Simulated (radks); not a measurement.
**Valence configurations of Ga**

NIST gives [Ar] 3d10 4s2 4p1 as the ground configuration of Ga. Does this level of theory agree? Several fillings of the valence shells are run.

Method: scalar-relativistic Kohn-Sham, BLYP, spin-polarised, spherical densities, finite nucleus; open shells are filled with parallel spins first. Code: radks (a radial shooting solver on a logarithmic mesh, Libxc functionals) version 1.

### 1 The atom as given

- element: gallium (Z = 31)
- charge: 0
- electrons: 31
- configuration: [Ar] 3d10 4s2 4p1
- nuclear rms radius: 3.9973 fm
- others tried: 3d9 4s2 4p2; 3d8 4s2 4p3; 3d10 4s1 4p2; 3d9.5 4s2 4p1.5; 3d10 4s1.5 4p1.5; 3d8 4s1 4p4; 3d6 4s1 4p6; 3d9 4p4; 3d10 4p3

Outer shells as boxes (Hund's rule):

Ga
```
[Ar] core
3d [↑↓][↑↓][↑↓][↑↓][↑↓]
4s [↑↓]
4p [↑ ][  ][  ]
```

### 2 [Ar] 3d10 4s2 4p1

Settings of this run:

```text
Z 31
configuration [Ar] 3d10 4s2 4p1
relativity scalar-relativistic
functional b88,lyp
spin polarised
nucleus finite rms 3.9973 fm
c 137.035999084
```

### 3 [Ar] 3d9 4s2 4p2

Settings of this run:

```text
Z 31
configuration [Ar] 3d9 4s2 4p2
relativity scalar-relativistic
functional b88,lyp
spin polarised
nucleus finite rms 3.9973 fm
c 137.035999084
```

### 4 [Ar] 3d8 4s2 4p3

Settings of this run:

```text
Z 31
configuration [Ar] 3d8 4s2 4p3
relativity scalar-relativistic
functional b88,lyp
spin polarised
nucleus finite rms 3.9973 fm
c 137.035999084
```

### 5 [Ar] 3d10 4s1 4p2

Settings of this run:

```text
Z 31
configuration [Ar] 3d10 4s1 4p2
relativity scalar-relativistic
functional b88,lyp
spin polarised
nucleus finite rms 3.9973 fm
c 137.035999084
```

### 6 [Ar] 3d9.5 4s2 4p1.5

Settings of this run:

```text
Z 31
configuration [Ar] 3d9.5 4s2 4p1.5
relativity scalar-relativistic
functional b88,lyp
spin polarised
nucleus finite rms 3.9973 fm
c 137.035999084
```

### 7 [Ar] 3d10 4s1.5 4p1.5

Settings of this run:

```text
Z 31
configuration [Ar] 3d10 4s1.5 4p1.5
relativity scalar-relativistic
functional b88,lyp
spin polarised
nucleus finite rms 3.9973 fm
c 137.035999084
```

### 8 [Ar] 3d8 4s1 4p4

Settings of this run:

```text
Z 31
configuration [Ar] 3d8 4s1 4p4
relativity scalar-relativistic
functional b88,lyp
spin polarised
nucleus finite rms 3.9973 fm
c 137.035999084
```

### 9 [Ar] 3d6 4s1 4p6

Settings of this run:

```text
Z 31
configuration [Ar] 3d6 4s1 4p6
relativity scalar-relativistic
functional b88,lyp
spin polarised
nucleus finite rms 3.9973 fm
c 137.035999084
```

### 10 [Ar] 3d9 4p4

Settings of this run:

```text
Z 31
configuration [Ar] 3d9 4p4
relativity scalar-relativistic
functional b88,lyp
spin polarised
nucleus finite rms 3.9973 fm
c 137.035999084
```

### 11 [Ar] 3d10 4p3

Settings, as their differences from step 10:

```diff
@@ -1,3 +1,3 @@
 Z 31
-configuration [Ar] 3d9 4p4
+configuration [Ar] 3d10 4p3
 relativity scalar-relativistic
```

What does the calculation give? Wanted: for each run, valence; E − E(NIST configuration); moment; highest level; its energy; 1s shift.

The runs gave:

| valence | E − E(NIST configuration) (eV) | moment (μB) | highest level | its energy (eV) | 1s shift (eV) |
| --- | --- | --- | --- | --- | --- |
| 3d10 4s2 4p1 | 0.000 | 1 | 4p up | -2.702 | +0.00 |
| 3d10 4s1.5 4p1.5 | 2.831 | 2 | 4p up | -3.216 | -0.84 |
| 3d10 4s1 4p2 | 5.450 | 3 | 4p up | -3.665 | -1.56 |
| 3d9.5 4s2 4p1.5 | 8.916 | 2 | 4p up | -3.437 | -4.99 |
| 3d10 4p3 | 12.393 | 3 | 4p up | -4.331 | -3.30 |
| 3d9 4s2 4p2 | 19.478 | 3 | 4p up | -4.149 | -10.19 |
| 3d9 4p4 | 34.964 | 3 | 4p down | -4.212 | -13.56 |
| 3d8 4s2 4p3 | 45.783 | 5 | 4p up | -5.536 | -21.27 |
| 3d8 4s1 4p4 | 54.118 | 5 | 4p down | -4.338 | -22.96 |
| 3d6 4s1 4p6 | 134.98 | 5 | 4p down | -7.297 | -48.19 |

**Reading.** The NIST configuration is the lowest of those tried, 2.831 eV under 3d10 4s1.5 4p1.5. The energies are those of spherical high-spin densities, not of single terms. The 1s eigenvalue shifts by up to 48.19 eV as the valence charge is rearranged.
